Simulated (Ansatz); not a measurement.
# C₂H₈ClNSi: a ladder of functionals and wavefunction methods

One table from this session's results is given with a row withheld; the runs are named, their logs left out.

Program: Ansatz 0.2.0, Gaussian basis. Level of theory: functionals in def2-TZVPP, the program's frozen cores in correlated methods. These are calculated values, not measurements.

The runs, in order: PBE-D4, r2SCAN-D4, PBE0-D4, B3LYP-D4, ωB97X-V, ωB97M-V, B2PLYP; CCSD(T)/def2-TZVPP; MP2/def2-QZVPP; extrapolation to the limit.

### The geometry

An earlier PBE0-D4 in a triple-zeta def2 set relaxation fixed the geometry.

SMILES `CCN[SiH2]Cl`, 13 atoms, charge 0, spin multiplicity 1.

Atoms are counted from 1 here; the program's logs count them from 0.

Bond lengths: C1–C2 1.516 Å, C1–H6 1.092 Å, C1–H7 1.094 Å, C1–H8 1.093 Å, C2–N3 1.452 Å, C2–H9 1.098 Å, C2–H10 1.095 Å, N3–Si4 1.697 Å, N3–H11 1.009 Å, Si4–Cl5 2.075 Å, Si4–H12 1.480 Å, Si4–H13 1.479 Å. Angles: C2–C1–H6 110.7°, C2–C1–H7 110.8°, C2–C1–H8 110.8°, H6–C1–H7 108.0°, H6–C1–H8 108.7°, H7–C1–H8 107.7°, C1–C2–N3 111.9°, C1–C2–H9 109.8°, C1–C2–H10 109.6°, N3–C2–H9 111.3°, N3–C2–H10 107.8°, H9–C2–H10 106.2°, C2–N3–Si4 124.3°, C2–N3–H11 113.4°, Si4–N3–H11 118.1°, N3–Si4–Cl5 114.9°, N3–Si4–H12 108.8°, N3–Si4–H13 108.3° and more.

Coordinates:

```xyz
13
C2H8ClNSi
C     0.1061   -1.4835   -1.3072
C     0.0035   -0.0505   -0.8248
N     0.3810    0.0806    0.5716
Si   -0.3224    1.1841    1.6515
Cl    0.1492    3.1734    1.2975
H    -0.5369   -2.1378   -0.7151
H     1.1329   -1.8509   -1.2205
H    -0.1864   -1.5620   -2.3569
H     0.6111    0.6023   -1.4654
H    -1.0293    0.2988   -0.9259
H     1.3181   -0.2408    0.7646
H    -1.7941    1.1101    1.5180
H     0.1673    0.8763    3.0127
```

Set-up of the first run:

in.yaml

```yaml
crystal:
  periodic: [false, false, false]
  atoms:
    - {symbol: C, position_ang: [0.106143, -1.483532, -1.307187]}
    - {symbol: C, position_ang: [0.003514, -0.050471, -0.824817]}
    - {symbol: N, position_ang: [0.380956, 0.080595, 0.571558]}
    - {symbol: Si, position_ang: [-0.322438, 1.184099, 1.651486]}
    - {symbol: Cl, position_ang: [0.149213, 3.173376, 1.297471]}
    - {symbol: H, position_ang: [-0.536870, -2.137838, -0.715138]}
    - {symbol: H, position_ang: [1.132889, -1.850853, -1.220528]}
    - {symbol: H, position_ang: [-0.186388, -1.562031, -2.356880]}
    - {symbol: H, position_ang: [0.611051, 0.602269, -1.465354]}
    - {symbol: H, position_ang: [-1.029324, 0.298830, -0.925901]}
    - {symbol: H, position_ang: [1.318094, -0.240804, 0.764575]}
    - {symbol: H, position_ang: [-1.794083, 1.110083, 1.518024]}
    - {symbol: H, position_ang: [0.167252, 0.876267, 3.012690]}
basis:
  gaussian: {orbitals: def2-TZVPP}
hamiltonian: {xc: pbe, dispersion: d4}
output: {forces: true, orbitals: {seedname: orbitals}}
```

On the command line:

```
ansatz run in.yaml --threads 2 --pin off --events-out ev --progress --plain --max-ram 32768MiB --backend cuda --devices 0, --max-vram 18GiB
```

Steps of the session up to this table: PBE-D4 (GGA); r2SCAN-D4 (meta-GGA); PBE0-D4 (hybrid); B3LYP-D4 (hybrid); ωB97X-V (range-separated); ωB97M-V (range-separated); B2PLYP (double hybrid); CCSD(T) in def2-TZVPP; MP2 in def2-QZVPP.

One of the session's tables, all rows but one given; the rest of the session is left out.

It belongs to the step «Atomisation energies». 

| method | atomisation energy (kJ/mol) |
| --- | --- |
| PBE-D4 | 4744.5 |
| r2SCAN-D4 | 4685.1 |
| PBE0-D4 | 4691.6 |
| B3LYP-D4 | 4690.5 |
| ωB97X-V | 4709.8 |
| ωB97M-V | 4707.9 |
| B2PLYP | 4636.0 |
| HF/def2-TZVPP | 3469.7 |
| MP2/def2-TZVPP | ? |
| CCSD/def2-TZVPP | 4509.1 |
| CCSD(T)/def2-TZVPP | 4566.8 |
| MP2/CBS | 4735.6 |
| CCSD(T)/CBS | 4691.3 |

**Question.** Estimate the row for MP2/def2-TZVPP.

**Answer.** atomisation energy (kJ/mol): 4611.1. In the column «atomisation energy (kJ/mol)» it lies between CCSD(T)/def2-TZVPP (4566.8) and B2PLYP (4636.0).

To keep in mind: Free atoms (2 C, 1 N, 1 Si, 1 Cl, 8 H) were run apart at each level; the atomisation energy is their sum less the molecule, without zero-point or spin-orbit terms.
